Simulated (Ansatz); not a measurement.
# CH4BSe radical: basis-set convergence

How large a basis does CH4BSe radical need? Two functionals are run in growing sets.

Method: one geometry, several basis sets; program: Ansatz 0.2.0, Gaussian basis.

The runs, in order: PBE0-D4/def2-SVP; ωB97M-V/def2-SVP; PBE0-D4/def2-QZVPP; ωB97M-V/def2-QZVPP; the functionals' def2-TZVPP values are taken from earlier runs.

**1. Structure used throughout**

An earlier PBE0-D4/def2-TZVP relaxation fixed the geometry.

SMILES `C[B][SeH]`, 7 atoms, charge 0, spin multiplicity 2.

Atoms are counted from 1 here; the program's logs count them from 0.

Bond lengths: C1–B2 1.542 Å, C1–H4 1.095 Å, C1–H5 1.096 Å, C1–H6 1.095 Å, B2–Se3 1.883 Å, Se3–H7 1.488 Å. Angles: B2–C1–H4 110.1°, B2–C1–H5 114.1°, B2–C1–H6 109.8°, H4–C1–H5 108.4°, H4–C1–H6 105.8°, H5–C1–H6 108.3°, C1–B2–Se3 134.9°, B2–Se3–H7 99.9°.

Geometry (Å):

| atom | x (Å) | y (Å) | z (Å) |
| --- | --- | --- | --- |
| C1 | -0.7161 | 0.5439 | -0.1509 |
| B2 | -0.2254 | -0.6944 | 0.6271 |
| Se3 | 1.3957 | -1.6465 | 0.7246 |
| H4 | -1.6030 | 0.2896 | -0.7409 |
| H5 | 0.0345 | 0.9766 | -0.8223 |
| H6 | -1.0374 | 1.3197 | 0.5527 |
| H7 | 2.2131 | -0.8568 | -0.2360 |

**2. PBE0-D4 in def2-SVP**

File in.yaml:

```yaml
crystal:
  periodic: [false, false, false]
  atoms:
    - {symbol: C, position_ang: [-0.716072, 0.543862, -0.150868]}
    - {symbol: B, position_ang: [-0.225443, -0.694425, 0.627085]}
    - {symbol: Se, position_ang: [1.395650, -1.646518, 0.724600]}
    - {symbol: H, position_ang: [-1.603010, 0.289643, -0.740916]}
    - {symbol: H, position_ang: [0.034455, 0.976587, -0.822279]}
    - {symbol: H, position_ang: [-1.037434, 1.319667, 0.552659]}
    - {symbol: H, position_ang: [2.213054, -0.856816, -0.235982]}
basis:
  gaussian: {orbitals: def2-SVP}
magnetization: {spin_polarized: true, initial_magnetization: 1}
hamiltonian: {xc: pbe0, dispersion: d4}
output: {orbitals: {seedname: orbitals}}
```

The run is started by

```bash
$ ansatz run in.yaml --threads 2 --pin off --events-out ev --progress --plain --max-ram 32768MiB --backend cpu
```

After this run come: ωB97M-V in def2-SVP; PBE0-D4 in def2-QZVPP; ωB97M-V in def2-QZVPP.

Before running them: what should the planned runs give, taken together? Wanted: PBE0-D4: double and triple zeta above quadruple; ωB97M-V: double and triple zeta above quadruple.

As calculated:

| quantity | value |
| --- | --- |
| PBE0-D4: double and triple zeta above quadruple | 11.36, 1.48 eV |
| ωB97M-V: double and triple zeta above quadruple | 11.41, 1.43 eV |

**Reading.** PBE0-D4 gains 9.88 eV from double to triple zeta, then 1.48 eV more. Total energies overstate the basis error of differences, where much of it tends to cancel.
